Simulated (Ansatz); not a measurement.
# Cu: the cost of one run

Method: DFT r2SCAN, scalar-relativistic, plane waves, PAW, in Ansatz 0.2.0.

1 further run of the same task is left out (it didn't finish).

## Step 1: The starting structure

The structure is cubic, space group Fm-3m (No. 225). The conventional cell has a = 3.615 Å, b = 3.615 Å, c = 3.615 Å, α = 90.00°, β = 90.00°, γ = 90.00°. Around Cu (site symmetry m-3m) lie 12 Cu at 2.56 Å.

As a file:

```
Cu
1.0
     0.00000    1.80750    1.80750
     1.80750    0.00000    1.80750
     1.80750    1.80750    0.00000
Cu
1
Direct
  0.00000 0.00000 0.00000
```

The cell is taken as given, not relaxed at this level.

## Step 2: Zero of energy

The reference gives a free energy of -6631.2347 eV, pressure -4.80 GPa, largest force 0.000 eV/Å and gap on the mesh none (metal). It was computed beforehand with the settings of the runs below.

## Step 3: Setting up biaxial against axial strain

The cell is strained by p along both x and y and by q along z, with fractional coordinates fixed.

## Step 4: Point p = -0.050, q = -0.050

Input file input.yaml:

```yaml
crystal:
  lattice:
    - [0.0, 1.717125, 1.717125]
    - [1.717125, 0.0, 1.717125]
    - [1.717125, 1.717125, 0.0]
  atoms:
    - { symbol: Cu, position: [0.0, 0.0, 0.0] }
basis:
  ecutwfc: 500
kpoints:
  mp_grid: { grid: [22, 22, 22] }
hamiltonian:
  xc: r2scan
scf:
  occupations: { method: gaussian, width: 0.15 }
output:
  forces: true
  stress: true
  eigenvalues: true
```

Q: Estimate wall time and peak memory on 1 thread of an x86-64 CPU, shared host.

About 4 s, with a peak of 0.39 GiB.
